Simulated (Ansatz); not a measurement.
# HfN: strong compression

Aim: compress HfN (rocksalt type) step by step, far beyond the usual range, and follow pressure and electronic structure. The runs shown use PAW. Its runs: cell relaxed at zero pressure (PAW); volume scaled by 1 (PAW); volume scaled by 0.94 (PAW); volume scaled by 0.88 (PAW); volume scaled by 0.8 (PAW and PAW (cutoff 800 eV)); volume scaled by 0.72 (PAW and PAW (cutoff 800 eV)); volume scaled by 0.64 (PAW); volume scaled by 0.55 (PAW and PAW (core large)).

Computed with Ansatz 0.2.0 (DFT PBEsol, with the methods named in each step, unless a step's input says otherwise).

**1. Starting point**

It takes space group Fm-3m (No. 225, cubic). Conventional cell: a = 4.309 Å, b = 4.309 Å, c = 4.309 Å, α = 90.00°, β = 90.00°, γ = 90.00°. Hf (site symmetry m-3m) has 6 N at 2.15 Å as nearest neighbours. Around N (site symmetry m-3m) lie 6 Hf at 2.15 Å.

Structure file:

```cif
data_structure
_symmetry_space_group_name_H-M 'P 1'
_symmetry_Int_Tables_number 1
_cell_length_a 3.0468
_cell_length_b 3.0468
_cell_length_c 3.0468
_cell_angle_alpha 60.000
_cell_angle_beta 60.000
_cell_angle_gamma 60.000
_cell_volume 20.00
loop_
_atom_site_label
_atom_site_type_symbol
_atom_site_fract_x
_atom_site_fract_y
_atom_site_fract_z
_atom_site_occupancy
Hf1 Hf 0.00000 0.00000 0.00000 1
N1 N 0.50000 0.50000 0.50000 1
```

Whether this phase is the stable one at these pressures isn't tested.

Atoms are numbered in the order of the input: Hf1, N2.

**2. Cell relaxed at zero pressure, PAW**

The input, input.yaml:

```yaml
crystal:
  lattice:
    - [0.0, 2.15443469, 2.15443469]
    - [2.15443469, 0.0, 2.15443469]
    - [2.15443469, 2.15443469, 0.0]
  atoms:
    - { symbol: Hf, position: [0.0, 0.0, 0.0] }
    - { symbol: "N", position: [0.5, 0.5, 0.5] }
kpoints:
  mp_grid: { grid: [15, 15, 15] }
scf:
  occupations: { method: fermi_dirac, width: 0.08 }
hamiltonian:
  xc: pbesol
  pseudopotentials: { kind: paw }
output:
  forces: true
  stress: true
  write_density: true
  write_potential: true
  elf: true
  volumetric_format: npy
relax:
  f_tol: 0.005
  max_steps: 40
  cell: {}
```

Started as:

```bash
ansatz run input.yaml --threads 1 --pin off --max-ram 2048MiB --backend cpu --events-out ev --progress --plain --runs-dir out
```

The runs that follow: Volume scaled by 1, PAW; Volume scaled by 0.94, PAW; Volume scaled by 0.88, PAW; Volume scaled by 0.8, PAW; Volume scaled by 0.8, PAW (cutoff 800 eV); Volume scaled by 0.72, PAW; Volume scaled by 0.72, PAW (cutoff 800 eV); Volume scaled by 0.64, PAW; Volume scaled by 0.55, PAW; Volume scaled by 0.55, PAW (core large).

Q: Predict the outcome of this session. Wanted: PAW pressure at 0.55 of the volume; PAW; fitted bulk modulus at zero pressure.

As calculated:

```
                                       quantity      value
             PAW pressure at 0.55 of the volume  590.7 GPa
PAW (core large) pressure at 0.55 of the volume  590.7 GPa
     fitted bulk modulus at zero pressure (PAW)    288 GPa
                        its pressure derivative       4.09
```

**Reading.** At 0.55 of the starting volume PAW gives 591 GPa. One third-order Birch-Murnaghan curve follows these points (B₀ = 288 GPa, B′ = 4.09, misfit at most 0.99 GPa). A fit over so wide a range leans to the high pressures, so B₀ can be off by several per cent. No all-electron run checks these rows here, and frozen cores can fail under such compression. The ions are at rest, and the electrons smeared by 0.08 eV. Spin-orbit coupling is left out, though the cell holds Hf; in elements this heavy it can shift bands and gaps by tenths of an eV. HfN has an odd count of electrons, so a run without spin can force a false metal and spoil its energy.
